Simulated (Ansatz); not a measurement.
# ClF2H5Sn: the cost of one run

Method: RKS revPBE-D4/def2-SVP, in Ansatz 0.2.0.

### Step 1. The starting structure

Bond lengths: Sn1–Cl2 2.818 Å, Sn1–H3 1.713 Å, Sn1–H4 1.705 Å, Sn1–H5 1.702 Å, Sn1–F7 2.329 Å. Angles: Cl2–Sn1–H3 81.9°, Cl2–Sn1–H4 80.2°, Cl2–Sn1–H5 152.2°, Cl2–Sn1–F7 74.6°, H3–Sn1–H4 122.7°, H3–Sn1–H5 110.0°, H3–Sn1–F7 116.9°, H4–Sn1–H5 110.9°, H4–Sn1–F7 109.7°, H5–Sn1–F7 77.7°.

As a file:

```xyz
9

Sn   -1.1916   -0.8980   -0.0324
Cl    1.5370   -1.0030    0.6630
H    -0.7613   -2.2784   -0.9506
H    -1.3265   -0.9275    1.6669
H    -2.5380   -0.1294   -0.7354
H     0.7480    1.6298   -0.4066
F    -0.2993    1.1421   -0.7136
H     1.9932    0.6701    0.4453
F     1.8384    1.7944    0.0632
```

### Step 2. Pulling towards end A

Springs on the bonds that form and break draw the guess towards this end; the thresholds are loose.

input.yaml

```yaml
crystal:
  periodic: [false, false, false]
  atoms:
    - { symbol: Sn, position_ang: [-1.1916, -0.898, -0.0324] }
    - { symbol: Cl, position_ang: [1.537, -1.003, 0.663] }
    - { symbol: H, position_ang: [-0.7613, -2.2784, -0.9506] }
    - { symbol: H, position_ang: [-1.3265, -0.9275, 1.6669] }
    - { symbol: H, position_ang: [-2.538, -0.1294, -0.7354] }
    - { symbol: H, position_ang: [0.748, 1.6298, -0.4066] }
    - { symbol: F, position_ang: [-0.2993, 1.1421, -0.7136] }
    - { symbol: H, position_ang: [1.9932, 0.6701, 0.4453] }
    - { symbol: F, position_ang: [1.8384, 1.7944, 0.0632] }
basis:
  gaussian: { orbitals: def2-SVP }
hamiltonian:
  xc: revpbe
  dispersion: d4
relax:
  f_tol: 0.15
  max_steps: 25
  restrain:
    - { distance: [0, 6], at: 3.26, k: 30.0 }
    - { distance: [5, 8], at: 2.18, k: 30.0 }
    - { distance: [7, 1], at: 2.63, k: 30.0 }
    - { distance: [0, 1], at: 2.41, k: 30.0 }
    - { distance: [5, 6], at: 0.88, k: 30.0 }
    - { distance: [7, 8], at: 0.88, k: 30.0 }
output:
  orbitals: {}
```

Started as:

```console
ansatz run input.yaml --threads 2 --pin off --max-ram 3072MiB --backend cpu --events-out ev --progress --plain --runs-dir out
```

**Question.** How long does this run take on 2 threads of Arm Neoverse V1, shared host, and how much memory does it need?

About 35 s, with a peak of 0.13 GiB.
